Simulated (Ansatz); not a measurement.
**B₂H₂OZn: basis-set convergence**

An exercise on one series of results from a longer session: the logs are not shown, and one member is left open.

Computed with Ansatz 0.2.0, Gaussian basis. Level: one geometry, several basis sets.

The runs, in order: PBE0-D4/def2-SVP; ωB97M-V/def2-SVP; PBE0-D4/def2-QZVPP; ωB97M-V/def2-QZVPP; the functionals' def2-TZVPP values are taken from earlier runs.

### Structure used throughout

An earlier PBE0-D4 in a triple-zeta def2 set relaxation fixed the geometry.

6 atoms, charge 0, spin multiplicity 1.

Atoms are counted from 1 here; the program's logs count them from 0.

Bond lengths: B1–O2 1.387 Å, B1–Zn4 2.147 Å, B1–H5 1.197 Å, O2–B3 1.387 Å, B3–Zn4 2.147 Å, B3–H6 1.197 Å. Angles: O2–B1–Zn4 83.3°, O2–B1–H5 117.8°, Zn4–B1–H5 158.8°, B1–O2–B3 123.8°, O2–B3–Zn4 83.3°, O2–B3–H6 117.8°, Zn4–B3–H6 158.8°, B1–Zn4–B3 69.5°.

The first run:

in.yaml reads:

```yaml
crystal:
  periodic: [false, false, false]
  atoms:
    - {symbol: B, position_ang: [-0.627200, 0.542100, -0.897452]}
    - {symbol: O, position_ang: [0.285927, 0.514760, 0.146411]}
    - {symbol: B, position_ang: [0.606482, -0.629058, 0.862739]}
    - {symbol: Zn, position_ang: [-0.811058, -1.552328, -0.460091]}
    - {symbol: H, position_ang: [-0.822365, 1.590074, -1.441814]}
    - {symbol: H, position_ang: [1.410415, -0.529549, 1.743908]}
basis:
  gaussian: {orbitals: def2-SVP}
hamiltonian: {xc: pbe0, dispersion: d4}
output: {orbitals: {seedname: orbitals}}
```

Among the steps run: PBE0-D4 in def2-SVP; ωB97M-V in def2-SVP; PBE0-D4 in def2-QZVPP; ωB97M-V in def2-QZVPP.

One of the session's tables, all rows but one given; the rest of the session is left out.

It belongs to the step «Density functionals: the series». 

| functional | basis | HOMO (eV) | LUMO (eV) |
| --- | --- | --- | --- |
| PBE0-D4 | def2-SVP | -5.51 | -1.59 |
| PBE0-D4 | def2-TZVPP | -5.69 | -1.82 |
| PBE0-D4 | def2-QZVPP | ? | ? |
| ωB97M-V | def2-SVP | -7.51 | 0.11 |
| ωB97M-V | def2-TZVPP | -7.73 | -0.20 |
| ωB97M-V | def2-QZVPP | -7.74 | -0.30 |

Estimate the missing values for PBE0-D4, def2-QZVPP.

The run gave: HOMO (eV): -5.70; LUMO (eV): -1.83. In the column «HOMO (eV)» it lies between ωB97M-V, def2-SVP (-7.51) and PBE0-D4, def2-TZVPP (-5.69).
